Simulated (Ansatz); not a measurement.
# FH5O2Si2: how energies converge with the basis set

The task here is to estimate one member of a computed series from the others.

Computed with Ansatz 0.2.0, Gaussian basis. Level: one geometry, several basis sets.

The runs, in order: PBE0-D4/def2-SVP; ωB97M-V/def2-SVP; PBE0-D4/def2-QZVPP; ωB97M-V/def2-QZVPP; the functionals' def2-TZVPP values are taken from earlier runs.

**Structure used throughout**

An earlier PBE0-D4 in a triple-zeta def2 set relaxation fixed the geometry.

SMILES `O[SiH2]O[SiH2]F`, 10 atoms, charge 0, spin multiplicity 1.

Atoms are counted from 1 here; the program's logs count them from 0.

Bond lengths: O1–Si2 1.635 Å, O1–H6 0.958 Å, Si2–O3 1.636 Å, Si2–H7 1.478 Å, Si2–H8 1.482 Å, O3–Si4 1.618 Å, Si4–F5 1.593 Å, Si4–H9 1.480 Å, Si4–H10 1.477 Å. Angles: Si2–O1–H6 118.5°, O1–Si2–O3 111.3°, O1–Si2–H7 105.5°, O1–Si2–H8 111.0°, O3–Si2–H7 109.7°, O3–Si2–H8 106.5°, H7–Si2–H8 112.9°, Si2–O3–Si4 148.5°, O3–Si4–F5 109.0°, O3–Si4–H9 110.7°, O3–Si4–H10 109.1°, F5–Si4–H9 107.2°, F5–Si4–H10 107.5°, H9–Si4–H10 113.2°.

The first run:

Contents of in.yaml:

```yaml
crystal:
  periodic: [false, false, false]
  atoms:
    - {symbol: O, position_ang: [-2.158282, -0.578960, -0.845858]}
    - {symbol: Si, position_ang: [-1.043373, -0.764696, 0.335704]}
    - {symbol: O, position_ang: [0.119501, 0.382420, 0.240233]}
    - {symbol: Si, position_ang: [1.639972, 0.777505, -0.146549]}
    - {symbol: F, position_ang: [2.523003, 0.803687, 1.179067]}
    - {symbol: H, position_ang: [-2.774141, 0.152107, -0.783142]}
    - {symbol: H, position_ang: [-0.447175, -2.098841, 0.111730]}
    - {symbol: H, position_ang: [-1.661763, -0.627841, 1.675256]}
    - {symbol: H, position_ang: [2.231296, -0.236458, -1.047758]}
    - {symbol: H, position_ang: [1.654062, 2.139977, -0.715681]}
basis:
  gaussian: {orbitals: def2-SVP}
hamiltonian: {xc: pbe0, dispersion: d4}
output: {orbitals: {seedname: orbitals}}
```

Among the steps run: PBE0-D4 in def2-SVP; ωB97M-V in def2-SVP; PBE0-D4 in def2-QZVPP; ωB97M-V in def2-QZVPP.

One of the session's tables, all rows but one given; the rest of the session is left out.

It belongs to the step «Density functionals: the series». 

```
functional       basis  HOMO (eV)  LUMO (eV)
   PBE0-D4    def2-SVP      -8.82       1.12
   PBE0-D4  def2-TZVPP      -8.94       0.36
   PBE0-D4  def2-QZVPP      -8.97       0.05
   ωB97M-V    def2-SVP          ?          ?
   ωB97M-V  def2-TZVPP     -11.23       1.88
   ωB97M-V  def2-QZVPP     -11.26       1.33
```

**Question.** Estimate the row for ωB97M-V, def2-SVP.

**Answer.** HOMO (eV): -11.06; LUMO (eV): 2.91. In the column «HOMO (eV)» it lies between ωB97M-V, def2-TZVPP (-11.23) and PBE0-D4, def2-QZVPP (-8.97).
